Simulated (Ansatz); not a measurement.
# HfNH₂ (doublet): from Hartree-Fock to the top rungs at a displaced geometry (v1), def2-SVP

The task here is to estimate one member of a computed series from the others.

Program: Ansatz 0.2.0, Gaussian basis. Level of theory: def2-SVP, core rule «outside noble gas», up to 5 orbitals frozen. These are calculated values, not measurements.

Plan: UHF; CCSD(T) on ROHF; CCSD(T) on UHF; CISD as a restricted active space (open shells left free, so some higher excitations enter); CCSDT(Q) on ROHF; CCSDT(Q) on UHF.

31 further runs of the same task are left out: 7 for a known fault of the program, 11 that didn't finish, 13 set aside as unsound or not needed. Runs told in other sessions of the task aren't counted.

### The system

The geometry is a PBE0/def2-TZVP stationary point (not a proven minimum) with its atoms shifted at random (size 0.040 Å). No spin-orbit coupling is included. Elements past krypton take def2 core potentials.

4 atoms, charge 0, spin multiplicity 2.

Atoms are counted from 1 here; the program's logs count them from 0.

Bond lengths: Hf1–N2 1.993 Å, N2–H3 0.993 Å, N2–H4 1.019 Å. Angles: Hf1–N2–H3 129.2°, Hf1–N2–H4 125.0°, H3–N2–H4 105.8°.

The first run:

in.yaml

```yaml
crystal:
  periodic: [false, false, false]
  atoms:
    - {symbol: Hf, position_ang: [0.000104, 0.001041, 0.170417]}
    - {symbol: N, position_ang: [-0.000729, -0.015102, -1.822139]}
    - {symbol: H, position_ang: [0.047235, -0.787846, -2.443403]}
    - {symbol: H, position_ang: [-0.055542, 0.813448, -2.413601]}
basis:
  gaussian: {orbitals: def2-SVP}
magnetization: {spin_polarized: true, initial_magnetization: 1}
hamiltonian: {xc: hf}
output: {orbitals: {seedname: orbitals}}
```

On the command line:

```bash
$ ansatz run in.yaml --threads 1 --pin off --events-out ev --progress --plain --max-ram 2393MiB
```

Steps of the session up to this table: UHF; CCSD(T) on ROHF; CCSD(T) on UHF; CISD as a restricted active space (open shells left free, so some higher excitations enter); CCSDT(Q) on ROHF; CCSDT(Q) on UHF.

One table of the session follows, with a row left open; its other results are not shown here.

| method | from RCCSDT(Q) (kJ/mol) |
| --- | --- |
| ROHF | +696.7 |
| UHF | +682.5 |
| RMP2 | +80.8 |
| UMP2 | +82.2 |
| RCCSD | +27.6 |
| UCCSD | +24.1 |
| RCCSD(T) | +4.3 |
| UCCSD(T) | +1.3 |
| RCCSDT | ? |
| UCCSDT | -1.2 |
| RCCSDT(Q) | 0 |
| UCCSDT(Q) | -3.2 |

**Question.** Estimate the row for RCCSDT.

The run gave: from RCCSDT(Q) (kJ/mol): +1.6. In the column «from RCCSDT(Q) (kJ/mol)» it lies between UCCSD(T) (+1.3) and RCCSD(T) (+4.3).

Not comparable, so not listed: CISD as a restricted active space (open shells left free, so some higher excitations enter) (they don't share determinant, frozen orbitals or solution with the rows shown, or repeat one).

Limits of these values: Restricted and unrestricted rows rest on different reference determinants; a gap between their highest levels can come from leftover correlation error, from unlike frozen cores or from another state.
